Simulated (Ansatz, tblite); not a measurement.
**Si13H20 off sphere (Si₁₃H₂₀): one state, many levels**

How do method and basis change the picture of Si13H20 off sphere (Si₁₃H₂₀) (singlet)?

The runs use Ansatz 0.2.0, Gaussian basis; as each input shows.

Plan: GFN1-xTB, GFN2-xTB, PBE-D4/def2-TZVP, r2SCAN-D4/def2-TZVP, r2SCAN0-D4/def2-TZVP, HF/def2-TZVP, B3LYP-D4/def2-TZVP, PBE-D4/def2-SVP, PBE0-D4/def2-SVP, HF/STO-3G, HF/6-31G, B3LYP-D4/6-31G, CCSD(T)/def2-SVP, MP2/def2-TZVP, RPA/def2-TZVP.

### 1 The geometry

The geometry is that of the singlet, from an earlier relaxation (PBE-D4/def2-SVP).

33 atoms, charge 0, spin multiplicity 1.

Bond lengths: Si1–Si9 2.356 Å, Si1–Si10 2.356 Å, Si1–H14 1.509 Å, Si1–H15 1.509 Å, Si2–Si8 2.357 Å, Si2–Si11 2.357 Å, Si2–H16 1.510 Å, Si2–H17 1.506 Å, Si3–Si9 2.354 Å, Si3–Si12 2.354 Å, Si3–H18 1.510 Å, Si3–H19 1.507 Å, Si4–Si8 2.353 Å, Si4–Si9 2.353 Å, Si4–Si13 2.352 Å, Si4–H20 1.513 Å, Si5–Si10 2.354 Å, Si5–Si13 2.351 Å and more. Angles: Si9–Si1–Si10 109.8°, Si9–Si1–H14 109.8°, Si9–Si1–H15 109.8°, Si10–Si1–H14 109.6°, Si10–Si1–H15 109.6°, H14–Si1–H15 108.3°, Si8–Si2–Si11 111.3°, Si8–Si2–H16 108.9°, Si8–Si2–H17 109.8°, Si11–Si2–H16 109.0°, Si11–Si2–H17 109.8°, H16–Si2–H17 107.8°, Si9–Si3–Si12 109.1°, Si9–Si3–H18 108.4°, Si9–Si3–H19 111.4°, Si12–Si3–H18 108.4°, Si12–Si3–H19 111.4°, H18–Si3–H19 108.0° and more.

PBE0-D4/def2-TZVP was run before; its log isn't repeated, and its numbers join the tables.

### 2 GFN1-xTB

Tight binding, by tblite at 300 K electronic temperature and without a spin-polarisation term:

```python
tblite.interface.Calculator('GFN1-xTB', numbers, positions, charge=0, uhf=0).singlepoint()
```

Energy -944.4367 eV, HOMO -11.22 eV, LUMO -8.32 eV; 0.11 s.

### 3 GFN2-xTB

Tight binding, by tblite at 300 K electronic temperature and without a spin-polarisation term:

```python
tblite.interface.Calculator('GFN2-xTB', numbers, positions, charge=0, uhf=0).singlepoint()
```

Energy -883.2881 eV, HOMO -8.98 eV, LUMO -5.93 eV; 0.12 s.

### 4 PBE-D4/def2-TZVP

start.molden holds the orbitals of an earlier run on this state, given as this run's starting guess.

The input, in.yaml:

```yaml
crystal:
  periodic: [false, false, false]
  atoms:
    - {symbol: Si, position_ang: [0.657529, -3.383954, 0.520428]}
    - {symbol: Si, position_ang: [-2.248487, 2.249100, -2.156156]}
    - {symbol: Si, position_ang: [0.815054, -0.814747, -2.266517]}
    - {symbol: Si, position_ang: [-2.026165, -0.677729, 0.419628]}
    - {symbol: Si, position_ang: [0.633181, -0.634016, 3.205140]}
    - {symbol: Si, position_ang: [0.676838, 2.026070, 0.420574]}
    - {symbol: Si, position_ang: [3.383878, -0.655977, 0.520817]}
    - {symbol: Si, position_ang: [-3.450772, 0.697999, -0.850914]}
    - {symbol: Si, position_ang: [-0.657796, -2.052942, -0.911175]}
    - {symbol: Si, position_ang: [2.006857, -2.006338, 1.873766]}
    - {symbol: Si, position_ang: [-0.699220, 3.451258, -0.848746]}
    - {symbol: Si, position_ang: [2.052309, 0.658621, -0.910835]}
    - {symbol: Si, position_ang: [-0.694513, 0.693550, 1.790452]}
    - {symbol: H, position_ang: [1.532731, -4.301933, -0.297449]}
    - {symbol: H, position_ang: [-0.234237, -4.232298, 1.393473]}
    - {symbol: H, position_ang: [-3.220271, 3.220674, -2.782144]}
    - {symbol: H, position_ang: [-1.530693, 1.532820, -3.269537]}
    - {symbol: H, position_ang: [1.775152, -1.774079, -2.929246]}
    - {symbol: H, position_ang: [0.074574, -0.074575, -3.349807]}
    - {symbol: H, position_ang: [-2.866443, -1.576861, 1.299038]}
    - {symbol: H, position_ang: [-0.244914, -1.487062, 4.086941]}
    - {symbol: H, position_ang: [1.485279, 0.244315, 4.087625]}
    - {symbol: H, position_ang: [1.575858, 2.865851, 1.300577]}
    - {symbol: H, position_ang: [4.302575, -1.530601, -0.296869]}
    - {symbol: H, position_ang: [4.231480, 0.236209, 1.394161]}
    - {symbol: H, position_ang: [-4.343880, -0.137862, -1.735545]}
    - {symbol: H, position_ang: [-4.327282, 1.474723, 0.102225]}
    - {symbol: H, position_ang: [-1.529306, -2.937766, -1.773271]}
    - {symbol: H, position_ang: [2.872513, -2.871491, 2.762064]}
    - {symbol: H, position_ang: [0.136278, 4.346262, -1.731869]}
    - {symbol: H, position_ang: [-1.477198, 4.325854, 0.105162]}
    - {symbol: H, position_ang: [2.936696, 1.530740, -1.772787]}
    - {symbol: H, position_ang: [-1.597625, 1.596164, 2.600807]}
basis:
  gaussian: {orbitals: def2-TZVP, fitting: {mean_field: def2-universal-jkfit}, initial_orbitals: start.molden}
hamiltonian: {xc: pbe, dispersion: d4}
scf: {omitted_lower_state_checks: [starts]}
output: {forces: true, orbitals: {seedname: orbitals}}
```

The run is started by

```
ansatz run in.yaml --threads 2 --pin off --events-out ev --progress --plain --max-ram 32768MiB --backend cuda --devices 0, --max-vram 18GiB
```

After this run come: r2SCAN-D4/def2-TZVP; r2SCAN0-D4/def2-TZVP; HF/def2-TZVP; B3LYP-D4/def2-TZVP; PBE-D4/def2-SVP; PBE0-D4/def2-SVP; HF/STO-3G; HF/6-31G; B3LYP-D4/6-31G; CCSD(T)/def2-SVP; MP2/def2-TZVP; RPA/def2-TZVP.

Q: Predict the results of all the runs planned. Wanted: gap in def2-TZVP, named functionals and Hartree-Fock, smallest and largest; correlation energy, CCSD(T)/def2-SVP; correlation energy, MP2/def2-TZVP; binding an atom, CCSD(T)/def2-SVP; PBE0 total energy, smallest basis above largest.

As calculated:

| quantity | value |
| --- | --- |
| gap in def2-TZVP, named functionals and Hartree-Fock, smallest and largest | 4.40 eV (PBE-D4), 11.45 eV (HF) |
| correlation energy, CCSD(T)/def2-SVP | -41.79 eV |
| correlation energy, MP2/def2-TZVP | -40.98 eV |
| binding an atom, CCSD(T)/def2-SVP | 2.967 eV |
| PBE0 total energy, smallest basis above largest | 35.06 eV (def2-SVP, def2-TZVP) |

In words: Over the named functionals and Hartree-Fock in def2-TZVP the gap runs from 4.40 eV (PBE-D4) to 11.45 eV (HF); exact exchange widens it. A small miss in a minimal or small basis is a cancelling of errors, not accuracy. The functionals in def2-TZVP miss CCSD(T)/def2-SVP by +0.224 (B3LYP-D4) to +0.255 eV (r2SCAN-D4) an atom. The yardstick is in a double-zeta basis, so levels in larger sets aren't compared like for like. CCSD(T)/def2-SVP isn't at the basis-set limit; small misses against it rank nothing.
